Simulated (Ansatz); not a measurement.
# MoS2: a point defect seen from the nuclei (Si on a Mo site), part 3 of 3

Wanted: the field gradients around Si on a Mo site in MoS2, cell charge 0, before and after the neighbours move. The cell is a supercell built from a structure deposited in the COD. Planned: a single point, then a relaxation, then r2SCAN.

Ansatz 0.2.0; DFT, PBE, plane-wave PAW, default files, scalar-relativistic, as far as a step names no other.

## 4. R2SCAN at the relaxed positions

File input.yaml:

```yaml
crystal:
  lattice:
    - [6.338, 0.0, 0.0]
    - [-3.169, 5.4888690092, 0.0]
    - [0.0, 0.0, 12.324]
  atoms:
    - { symbol: Si, position: [0.1666666667, 0.3333333333, 0.25] }
    - { symbol: Mo, position: [0.1617747375, 0.8308873687, 0.25] }
    - { symbol: Mo, position: [0.6691126313, 0.3382252625, 0.25] }
    - { symbol: Mo, position: [0.6691126313, 0.8308873687, 0.25] }
    - { symbol: Mo, position: [0.3333472285, 0.1666527715, 0.75] }
    - { symbol: Mo, position: [0.3333472285, 0.6666944569, 0.75] }
    - { symbol: Mo, position: [0.8333055431, 0.1666527715, 0.75] }
    - { symbol: Mo, position: [0.8333333333, 0.6666666667, 0.75] }
    - { symbol: S, position: [0.1666666667, 0.3333333333, 0.623437278] }
    - { symbol: S, position: [0.1668182252, 0.8334091126, 0.6232325533] }
    - { symbol: S, position: [0.6665908874, 0.3331817748, 0.6232325533] }
    - { symbol: S, position: [0.6665908874, 0.8334091126, 0.6232325533] }
    - { symbol: S, position: [0.3291298339, 0.1708701661, 0.1279114912] }
    - { symbol: S, position: [0.3291298339, 0.6582596678, 0.1279114912] }
    - { symbol: S, position: [0.8417403322, 0.1708701661, 0.1279114912] }
    - { symbol: S, position: [0.8333333333, 0.6666666667, 0.1218414504] }
    - { symbol: S, position: [0.1666666667, 0.3333333333, 0.876562722] }
    - { symbol: S, position: [0.1668182252, 0.8334091126, 0.8767674467] }
    - { symbol: S, position: [0.6665908874, 0.3331817748, 0.8767674467] }
    - { symbol: S, position: [0.6665908874, 0.8334091126, 0.8767674467] }
    - { symbol: S, position: [0.3291298339, 0.1708701661, 0.3720885088] }
    - { symbol: S, position: [0.3291298339, 0.6582596678, 0.3720885088] }
    - { symbol: S, position: [0.8417403322, 0.1708701661, 0.3720885088] }
    - { symbol: S, position: [0.8333333333, 0.6666666667, 0.3781585496] }
kpoints:
  mp_grid: { grid: [4, 4, 2] }
scf:
  occupations: { method: fermi_dirac, width: 0.01 }
hamiltonian:
  xc: r2scan
  pseudopotentials: { kind: paw }
output:
  forces: true
  stress: true
  populations: true
  efg:
    quadrupole_moments_barn: { Mo: -0.022, S: -0.0694 }
    contact_densities: true
```

Run with:

```bash
$ ansatz run input.yaml --threads 1 --pin off --max-ram 3072MiB --backend cpu --events-out ev --progress --plain --runs-dir out
```

What it wrote:

```text
Warning: RAYON_NUM_THREADS=1 ignored (pool sized by the plan → 1); use --threads N
Mo: output.efg is read without spin–orbit coupling, which moves field gradients at and beside such atoms by some per cent and up to a factor of two; PAW files take it under magnetization.noncollinear and magnetization.spin_orbit
Engine: ansatz 0.2.0, aarch64-unknown-linux-gnu
Pseudopotentials: kind: paw
Pseudopotential: Si, paw, valence charge 4, recommended cutoff 500 eV (meta_gga), Si.paw.azcp
Pseudopotential: Mo, paw, valence charge 14, recommended cutoff 500 eV (meta_gga), Mo.paw.azcp
Pseudopotential: S, paw, valence charge 6, recommended cutoff 500 eV (meta_gga), S.paw.azcp
Functional definition: r2SCAN
  parameter k0 = 0.174
  parameter k1 = 0.065
  parameter a1 = 4.9479
  exchange = r2scan_x(k0 = k0, k1 = k1, a1 = a1)
  correlation = r2scan_c
Crystal: 24 atoms, lattice volume = 428.733 Å³
Basis set: ecut = 500 eV, 10899 PW (Γ), exchange–correlation on 192×192×360 points (64 copies of the dense FFT grid, shifted against one another)
Bands: 123, of which v1, the nominal top of the filled ones, is band 99 counted from 1 (98 counted from 0)
Symmetry: 12 space group operations
Space group: P-6m2 (ITA 187), of the structure as read, at distance tolerance 7.5e-5 Å
k-points: 8 of 32 (time reversal used)
Non-local potential: Si, projectors of the file, l = 0: 2, l = 1: 2, l = 2: 2
Non-local potential: Mo, projectors of the file, l = 0: 3, l = 1: 2, l = 2: 2, l = 3: 1
Non-local potential: S, projectors of the file, l = 0: 2, l = 1: 2, l = 2: 2
PAW form: soft (Blöchl's): semilocal exchange-correlation on the pseudo side does not see the compensation charge
PAW frozen core: Si, regenerated for the run's functional (the file was generated under x = pbe(κ = 0.804, μ = 0.2195149727645171), c = pbe(β = 0.06672455060314922))
PAW frozen core: Mo, regenerated for the run's functional (the file was generated under x = pbe(κ = 0.804, μ = 0.2195149727645171), c = pbe(β = 0.06672455060314922))
PAW frozen core: S, regenerated for the run's functional (the file was generated under x = pbe(κ = 0.804, μ = 0.2195149727645171), c = pbe(β = 0.06672455060314922))
PAW one-centre angular grid: Si, 302 points (default); XC on 160 Gauss nodes
PAW one-centre angular grid: Mo, 590 points (default); XC on 160 Gauss nodes
PAW one-centre angular grid: S, 302 points (default); XC on 160 Gauss nodes
Initial density: superposition of atomic densities (neutral atoms: chi_scale 0, normalization atom), corrected by the library's trained network
Initial wavefunctions: pseudopotential atomic-orbital guess
Functional: x = r2scan, c = r2scan; τ floored in thin density (d = 2e-4 eV/Å³)
SCF iter   1: F=—  HF=-49923.861560 eV  |F-HF|=—  |Δ(HF+E_count)|=         —  Δρ=1.12e-2  dr2=8.33e-1  dr2_τ=4.12e-1  ethr=1.77e-3  ⟨swp⟩=7.5  Hψ=4276  notcnv=0
preconditioner: auto → Resta (q_TF=auto, 2.399 Å⁻¹)  ε∞=7.5  [insulator: Δε(μ)=0.083 eV  Ē_g=8.354 eV  σ=0.010 eV  W_gap=0.95  n_scr=110 (ndim 8)  ℏωp=21.4 eV  f_vac=0.016  D(μ)=0.49/eV (n_scr^D=0)  ε∞_Penn≈7.5]
SCF iter   2: F=—  HF=-49924.142234 eV  |F-HF|=—  |Δ(HF+E_count)|=   2.81e-1  Δρ=5.44e-3  dr2=8.34e-2  dr2_τ=2.93e-2  ethr=4.20e-4  ⟨swp⟩=2.8  Hψ=1539  notcnv=0  defer=143
SCF iter   3: F=—  HF=-49924.154848 eV  |F-HF|=—  |Δ(HF+E_count)|=   1.26e-2  Δρ=3.07e-3  dr2=3.10e-2  dr2_τ=1.94e-3  ethr=4.21e-5  ⟨swp⟩=2.5  Hψ=1325  notcnv=0  defer=143
SCF iter   4: F=—  HF=-49924.164008 eV  |F-HF|=—  |Δ(HF+E_count)|=   9.16e-3  Δρ=4.85e-4  dr2=1.60e-3  dr2_τ=1.54e-4  ethr=1.56e-5  ⟨swp⟩=3.2  Hψ=1432  notcnv=0  defer=143
SCF iter   5: F=—  HF=-49924.164410 eV  |F-HF|=—  |Δ(HF+E_count)|=   4.03e-4  Δρ=3.99e-4  dr2=1.78e-3  dr2_τ=1.58e-4  ethr=8.07e-7  ⟨swp⟩=2.2  Hψ=1396  notcnv=0  defer=143
SCF iter   6: F=—  HF=-49924.164288 eV  |F-HF|=—  |Δ(HF+E_count)|=   1.23e-4  Δρ=1.45e-4  dr2=2.10e-4  dr2_τ=1.62e-5  ethr=8.07e-7  ⟨swp⟩=2.1  Hψ=1289  notcnv=0  defer=143
SCF iter   7: F=—  HF=-49924.164316 eV  |F-HF|=—  |Δ(HF+E_count)|=   2.88e-5  Δρ=8.91e-5  dr2=8.86e-5  dr2_τ=7.90e-6  ethr=1.06e-7  ⟨swp⟩=2.0  Hψ=1275  notcnv=0  defer=143
SCF iter   8: F=—  HF=-49924.164417 eV  |F-HF|=—  |Δ(HF+E_count)|=   1.01e-4  Δρ=2.48e-5  dr2=3.02e-6  dr2_τ=2.97e-7  ethr=4.48e-8  ⟨swp⟩=2.2  Hψ=1255  notcnv=0  defer=142
SCF iter   9: F=—  HF=-49924.164419 eV  |F-HF|=—  |Δ(HF+E_count)|=   1.47e-6  Δρ=4.92e-6  dr2=1.46e-7  dr2_τ=6.05e-9  ethr=1.53e-9  ⟨swp⟩=2.0  Hψ=1411  notcnv=0  defer=142
SCF iter  10: F=-49924.164419 eV  HF=-49924.164419 eV  |F-HF|=2.07e-9  |Δ(HF+E_count)|=   8.61e-8  Δρ=1.29e-6  dr2=8.19e-9  dr2_τ=8.16e-10  ethr=5.05e-11  ⟨swp⟩=10.1  Hψ=4608  notcnv=0
SCF 1 converged in 10 iterations: F = -49924.164419 eV  dr2 = 8.19e-9
SCF converged after 10 iterations
Free energy (F): -49924.164419 eV
Harris-Foulkes:  -49924.164419 eV  (|F-HF|=2.07e-9)
Internal energy: -49924.162989 eV  (E = F + TS)
E sigma→0 (E₀):  -49924.163704 eV
Entropy (-TS):   -0.001430 eV (-0.060 meV/atom)
Fermi energy:    9.950107 eV
--- Per-component energies (eV) ---
  E_band       = -1252.829750
  E_kinetic    = 4847.018417
  E_local      = -14478.156895  (includes V_loc(G=0)·N_el)
  E_nonlocal   = 1469.921227
  E_hartree    = 5586.923298
  E_xc         = -2775.722108
  E_vxc        = -3364.816798  (∫ρ·V_xc dr)
  E_paw        = -32789.396937  (= ΣΔE_a)
  E_vpaw       = -1092.099225  (= ΣTr[D̂ρ^β])
  E_aug_tail   = 0.000064  (compensation charges beyond the density's cutoff)
  E_vtau       = 191.458998  (kinetic-family band-sum trace: ∫τ·v_τ [+ j·A + Jᵃ·Aᵃ] dr)
  E_ewald      = -11781.368928
  E_core_change = -3.381127  (= ΣΔE_core)
  E_smearing   = -0.001430  (= −TS)
  E_closure    = 0.000000  (closes the sum)
  Σ components = -49924.164419   (vs F -49924.164419, Δ=0.00e0)
--- Forces (eV/Å), atoms counted from 1 ---
  atom   1  Si     0.00000000     0.00000000     0.00000000
  atom   2  Mo    -0.06045894    -0.03490599     0.00000000
  atom   3  Mo    -0.00000000     0.06981197     0.00000000
  atom   4  Mo     0.06045894    -0.03490599     0.00000000
  atom   5  Mo    -0.00693501     0.00400393     0.00000000
  atom   6  Mo     0.00000000    -0.00800786     0.00000000
  atom   7  Mo     0.00693501     0.00400393     0.00000000
  atom   8  Mo     0.00000000     0.00000000     0.00000000
  atom   9  S      0.00000000     0.00000000     0.18252092
  atom  10  S     -0.00019610    -0.00011322     0.17490553
  atom  11  S      0.00000000     0.00022643     0.17490553
  atom  12  S      0.00019610    -0.00011322     0.17490553
  atom  13  S     -0.01598384     0.00922827     0.19140508
  atom  14  S     -0.00000000    -0.01845654     0.19140508
  atom  15  S      0.01598384     0.00922827     0.19140508
  atom  16  S     -0.00000000    -0.00000000     0.21295226
  atom  17  S      0.00000000     0.00000000    -0.18252092
  atom  18  S     -0.00019610    -0.00011322    -0.17490553
  atom  19  S      0.00000000     0.00022643    -0.17490553
  atom  20  S      0.00019610    -0.00011322    -0.17490553
  atom  21  S     -0.01598384     0.00922827    -0.19140508
  atom  22  S     -0.00000000    -0.01845654    -0.19140508
  atom  23  S      0.01598384     0.00922827    -0.19140508
  atom  24  S     -0.00000000    -0.00000000    -0.21295226
  max |Σ_I F_I| component: 1.36e-16 eV/Å
--- Stress (GPa, compression-positive) ---
        3.612591       0.000000       0.000000
        0.000000       3.612591       0.000000
        0.000000       0.000000      -0.043237
  P = ⅓ Tr σ = 2.3940 GPa (23.940 kbar)
--- PAW observables at the nuclei: V_zz in 10²¹ V/m², potentials from the cell's mean, atoms counted from 1 ---
  atom   1  Si V_zz =    -2.184747   η = 0.0000   by run symmetry: allowed
            electrostatic potential = -1359.216396 V   contact ρ = 12787.614771 e/Å³
  atom   2  Mo V_zz =   -12.094871   η = 0.4213   by run symmetry: allowed   C_q = +6.4340 MHz
            electrostatic potential = -6350.027228 V   contact ρ = 594831.883059 e/Å³
  atom   3  Mo V_zz =   -12.094871   η = 0.4213   by run symmetry: allowed   C_q = +6.4340 MHz
            electrostatic potential = -6350.027228 V   contact ρ = 594831.883065 e/Å³
  atom   4  Mo V_zz =   -12.094871   η = 0.4213   by run symmetry: allowed   C_q = +6.4340 MHz
            electrostatic potential = -6350.027228 V   contact ρ = 594831.883059 e/Å³
  atom   5  Mo V_zz =    -7.532662   η = 0.0035   by run symmetry: allowed   C_q = +4.0071 MHz
            electrostatic potential = -6349.754977 V   contact ρ = 594830.865756 e/Å³
  atom   6  Mo V_zz =    -7.532662   η = 0.0035   by run symmetry: allowed   C_q = +4.0071 MHz
            electrostatic potential = -6349.754977 V   contact ρ = 594830.865757 e/Å³
  atom   7  Mo V_zz =    -7.532662   η = 0.0035   by run symmetry: allowed   C_q = +4.0071 MHz
            electrostatic potential = -6349.754977 V   contact ρ = 594830.865756 e/Å³
  atom   8  Mo V_zz =    -7.415012   η = 0.0000   by run symmetry: allowed   C_q = +3.9445 MHz
            electrostatic potential = -6349.747426 V   contact ρ = 594830.677409 e/Å³
  atom   9  S  V_zz =    -5.378616   η = 0.0000   by run symmetry: allowed   C_q = +9.0258 MHz
            electrostatic potential = -1635.692069 V   contact ρ = 19741.833398 e/Å³
  atom  10  S  V_zz =    -5.235313   η = 0.0071   by run symmetry: allowed   C_q = +8.7853 MHz
            electrostatic potential = -1635.676217 V   contact ρ = 19741.704503 e/Å³
  atom  11  S  V_zz =    -5.235313   η = 0.0071   by run symmetry: allowed   C_q = +8.7853 MHz
            electrostatic potential = -1635.676217 V   contact ρ = 19741.704503 e/Å³
  atom  12  S  V_zz =    -5.235313   η = 0.0071   by run symmetry: allowed   C_q = +8.7853 MHz
            electrostatic potential = -1635.676217 V   contact ρ = 19741.704503 e/Å³
  atom  13  S  V_zz =    -4.412121   η = 0.0167   by run symmetry: allowed   C_q = +7.4039 MHz
            electrostatic potential = -1636.086181 V   contact ρ = 19741.648380 e/Å³
  atom  14  S  V_zz =    -4.412121   η = 0.0167   by run symmetry: allowed   C_q = +7.4039 MHz
            electrostatic potential = -1636.086181 V   contact ρ = 19741.648380 e/Å³
  atom  15  S  V_zz =    -4.412121   η = 0.0167   by run symmetry: allowed   C_q = +7.4039 MHz
            electrostatic potential = -1636.086181 V   contact ρ = 19741.648380 e/Å³
  atom  16  S  V_zz =    -5.951157   η = 0.0000   by run symmetry: allowed   C_q = +9.9865 MHz
            electrostatic potential = -1635.621131 V   contact ρ = 19741.958937 e/Å³
  atom  17  S  V_zz =    -5.378616   η = 0.0000   by run symmetry: allowed   C_q = +9.0258 MHz
            electrostatic potential = -1635.692069 V   contact ρ = 19741.833398 e/Å³
  atom  18  S  V_zz =    -5.235313   η = 0.0071   by run symmetry: allowed   C_q = +8.7853 MHz
            electrostatic potential = -1635.676217 V   contact ρ = 19741.704503 e/Å³
  atom  19  S  V_zz =    -5.235313   η = 0.0071   by run symmetry: allowed   C_q = +8.7853 MHz
            electrostatic potential = -1635.676217 V   contact ρ = 19741.704503 e/Å³
  atom  20  S  V_zz =    -5.235313   η = 0.0071   by run symmetry: allowed   C_q = +8.7853 MHz
            electrostatic potential = -1635.676217 V   contact ρ = 19741.704503 e/Å³
  atom  21  S  V_zz =    -4.412121   η = 0.0167   by run symmetry: allowed   C_q = +7.4039 MHz
            electrostatic potential = -1636.086181 V   contact ρ = 19741.648380 e/Å³
  atom  22  S  V_zz =    -4.412121   η = 0.0167   by run symmetry: allowed   C_q = +7.4039 MHz
            electrostatic potential = -1636.086181 V   contact ρ = 19741.648380 e/Å³
  atom  23  S  V_zz =    -4.412121   η = 0.0167   by run symmetry: allowed   C_q = +7.4039 MHz
            electrostatic potential = -1636.086181 V   contact ρ = 19741.648380 e/Å³
  atom  24  S  V_zz =    -5.951157   η = 0.0000   by run symmetry: allowed   C_q = +9.9865 MHz
            electrostatic potential = -1635.621131 V   contact ρ = 19741.958937 e/Å³
--- Band table (eV; the first three rows and the last of 8) ---
  k-point 0: bands = ["-53.2613", "-53.2190", "-53.2170", "-53.2170", "-53.0426", "-53.0089", "-53.0089", "-26.8494", "-26.8488", "-26.8488", "-26.7388", "-26.6695", "-26.5839", "-26.5828", "-26.5828", "-26.5416", "-26.5416", "-26.5316", "-26.5316", "-26.5297", "-26.4357", "-26.4357", "-26.3811", "-26.3313", "-26.3313", "-26.3282", "-26.3141", "-26.3141", "-5.7438", "-5.2480", "-4.1155", "-3.7098", "-3.5112", "-3.3959", "-3.3959", "-3.2738", "-3.2718", "-3.2718", "-3.1834", "-3.1236", "-3.1236", "-3.0725", "-2.6036", "-2.6036", "1.4843", "3.3042", "3.3721", "3.3721", "3.5151", "3.5817", "3.5817", "3.6901", "4.2837", "4.4805", "4.4805", "4.4855", "4.8446", "4.8446", "5.0542", "5.0627", "5.0627", "5.6352", "5.6352", "5.8898", "6.1990", "6.2020", "6.2020", "6.4064", "6.7288", "6.8031", "6.8031", "6.8938", "6.8938", "7.0869", "7.0869", "7.3039", "7.5089", "7.5233", "7.5233", "7.6674", "7.6674", "7.9506", "7.9506", "8.0292", "8.0292", "8.4501", "8.4868", "8.4868", "8.6923", "8.8548", "8.8829", "8.8829", "8.9694", "9.1075", "9.5258", "9.5258", "9.5266", "9.5266", "9.6196", "9.9595", "11.9825", "11.9841", "11.9841", "12.0370", "12.1843", "12.3799", "12.3799", "12.5237", "12.5237", "12.5269", "12.5269", "12.6044", "12.7385", "12.7385", "12.9767", "12.9767", "13.0103", "13.0103", "13.5390", "13.6338", "13.6338", "14.0412", "14.0839"]
[... 3 lines left out ...]
--- Löwdin populations: 24 sites ---
  site symbol       q [e]
     0     Si      3.3673
     1     Mo     13.6228
     2     Mo     13.6228
     3     Mo     13.6228
     4     Mo     13.6394
     5     Mo     13.6394
     6     Mo     13.6394
     7     Mo     13.6386
     8      S      6.0674
     9      S      6.0745
    10      S      6.0745
    11      S      6.0745
    12      S      6.1278
    13      S      6.1278
    14      S      6.1278
    15      S      6.0617
    16      S      6.0674
    17      S      6.0745
    18      S      6.0745
    19      S      6.0745
    20      S      6.1278
    21      S      6.1278
    22      S      6.1278
    23      S      6.0617
  spilling = 0.008764 (of n_electrons = 198.000000)
```

Run time: 2.3 min. Hardware: 1 thread of Arm Neoverse V1, shared host; peak memory 1.5 GiB.

State: no gap over 0.1 eV on the mesh, largest force 0.213 eV/Å, pressure 2.4 GPa.

Against step 3 (V_zz in 10²¹ V/m²):

```csv
site,atoms,"V_zz, PBE relaxed","V_zz, r2SCAN","η, PBE relaxed","η, r2SCAN"
Si,1,-2.20,-2.18,0.00,0.00
S13,"13, 14, 15, …",-4.38,-4.41,0.02,0.02
Mo2,"2, 3, 4",-11.43,-12.09,0.51,0.42
S16,"16, 24",-5.91,-5.95,0.00,0.00
S9,"9, 17",-5.32,-5.38,0.00,0.00
S10,"10, 11, 12, …",-5.16,-5.24,0.01,0.01
Mo5,"5, 6, 7",-7.47,-7.53,0.00,0.00
Mo8,8,-7.33,-7.42,0.00,0.00
```

The sizes of the gradients above 0.15 moved by 1.0 % in the median, 6 % at the site that moves most (small gradients counted from 0.15; Mo2, -11.43 to -12.09). The cutoff follows the datasets, from 420 to 500 eV.

## 5. Simulated spectra, from step 3

³³S (I = 3/2, Q = -69.40 mb) at 23.5 T, Larmor frequency 76.9 MHz. Second-order quadrupolar shifts of the central transition; chemical shifts are not computed, so all sites share one zero.

```csv
site,count,C_Q (MHz),η,ν_Q (MHz),δ_QIS (ppm)
S13,6,7.34,0.02,3.67,-228.0
S16,2,9.92,0.00,4.96,-416.4
S9,2,8.93,0.00,4.46,-337.1
S10,6,8.66,0.01,4.33,-317.5
```

³³S central transition, static powder:

kHz, intensity and a bar:
```
   -113.1          4 
    -99.3         16 ####
    -85.5         51 ###############
    -71.7         65 ###################
    -57.9        100 ##############################
    -44.1         79 #######################
    -30.3         65 ###################
    -16.4         60 ##################
     -2.6         56 ################
     11.2         51 ###############
     25.0         77 #######################
     38.8         70 #####################
     52.6         25 #######
     66.5          3
```

## 6. Results

The summary covers parts 1 to 3.

```
                            quantity                                                                                                            value
                      state (step 3)                                       no gap over 0.1 eV on the mesh, largest force 0.014 eV/Å, pressure 3.6 GPa
    V_zz by site, step 3 (10²¹ V/m²)                            Si -2.20, S13 -4.38, Mo2 -11.43, S16 -5.91, S9 -5.32, S10 -5.16, Mo5 -7.47, Mo8 -7.33
         largest C_Q in size, step 3                                                                                             9.92 MHz, ³³S at S16
step 3 (ions relaxed) against step 2   2.3 % in the median, 33 % at the site that moves most (small gradients counted from 0.15; S13, -3.29 to -4.38)
      step 4 (r2SCAN) against step 3  1.0 % in the median, 6 % at the site that moves most (small gradients counted from 0.15; Mo2, -11.43 to -12.09)
```

Site Mo2 (6 S at 2.40 Å) carries the largest gradient. The runs allow no spin. The relaxation kept the symmetry P-6m2, so a distorted place of lower energy may have been missed. With states at the Fermi level, this mesh doesn't settle the gradients near the defect. Relaxing moved atoms by up to 0.08 Å and single gradients by up to 33 % at the worst site (2.3 % in the median) (gradients over 0.15 counted), so small moves matter. Going from PBE relaxed to r2SCAN moves the gradients by up to 6 % at the worst site (1.0 % in the median). At 23.5 T the ³³S line of the largest coupling listed spans about 170 kHz, too broad for magic-angle spinning to narrow; it calls for wide-line methods. The run isn't spin-polarised, and a state with spin may lie lower. The defect repeats with the cell of 24 atoms, so it feels its images: sites between two images don't show the values beside a lone defect, and zeros or small values of η there can come from the images' arrangement. Mo and S carry a gradient in the pure host already, so the values there aren't the defect's effect alone. The relaxation keeps the site symmetry -6m2 of the start, so the impurity can't leave its site; a distortion that would localise the carrier isn't explored. The defect cell has no gap above 0.1 eV on its mesh, so the values hang on the smearing and the k-mesh. The program warns that gradients near heavy atoms lack spin–orbit coupling.
